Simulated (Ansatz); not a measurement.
# NiO: the cost of one run

Program: Ansatz 0.2.0. Level of theory: DFT PBE+U, PAW, plane waves, scalar-relativistic; U − J = 6.2 eV on Ni d. These are calculated values, not measurements.

### 1 Starting point

The structure is cubic, space group Fm-3m (No. 225). The conventional cell has a = 4.180 Å, b = 4.180 Å, c = 4.180 Å, α = 90.00°, β = 90.00°, γ = 90.00°. Ni (site symmetry m-3m) is surrounded by 6 O at 2.09 Å. O (site symmetry m-3m) has 6 Ni at 2.09 Å as nearest neighbours.

Coordinates:

```
Ni O
1.0
     0.00000    2.09000    2.09000
     4.18000    0.00000    4.18000
     2.09000    2.09000    0.00000
Ni O
2 2
Direct
  0.50000 0.25000 0.50000
  0.50000 0.75000 0.50000
  0.00000 0.00000 0.00000
  0.00000 0.50000 0.00000
```

Atoms are counted from 1 in the order of input.yaml (O4 and so on).

The first starts: parallel moments, plain SCF; opposed moments +-, plain SCF; no spin polarisation; spin on, no moments given (the program may seed its own), plain SCF. Further starts follow from what these give.

“Plain SCF” means no search for lower states. Ends within 0.2 meV/atom and 0.1 μB count as one state.

Site moments are integrals over atomic spheres and don't add up to the total.

### 2 Parallel moments, plain SCF

Contents of input.yaml:

```yaml
crystal:
  lattice:
    - [0.0, 2.09, 2.09]
    - [4.18, 0.0, 4.18]
    - [2.09, 2.09, 0.0]
  atoms:
    - { symbol: Ni, position: [0.5, 0.25, 0.5], spin: 2.0 }
    - { symbol: Ni, position: [0.5, 0.75, 0.5], spin: 2.0 }
    - { symbol: O, position: [0.0, 0.0, 0.0] }
    - { symbol: O, position: [0.0, 0.5, 0.0] }
magnetization:
  spin_polarized: true
hamiltonian:
  xc: pbe
  pseudopotentials: { kind: paw }
  hubbard: { sites: [{ species: Ni, l: d, u_eff: 6.2 }] }
basis:
  ecutwfc: 420
kpoints:
  mp_grid: { grid: [8, 4, 8] }
scf:
  occupations: { method: fermi_dirac, width: 0.05 }
  lower_state_search: "off"
output:
  forces: true
  stress: true
```

Q: Estimate wall time and peak memory on 2 threads of an Arm CPU, shared host.

About 3.9 s, with a peak of 0.37 GiB.
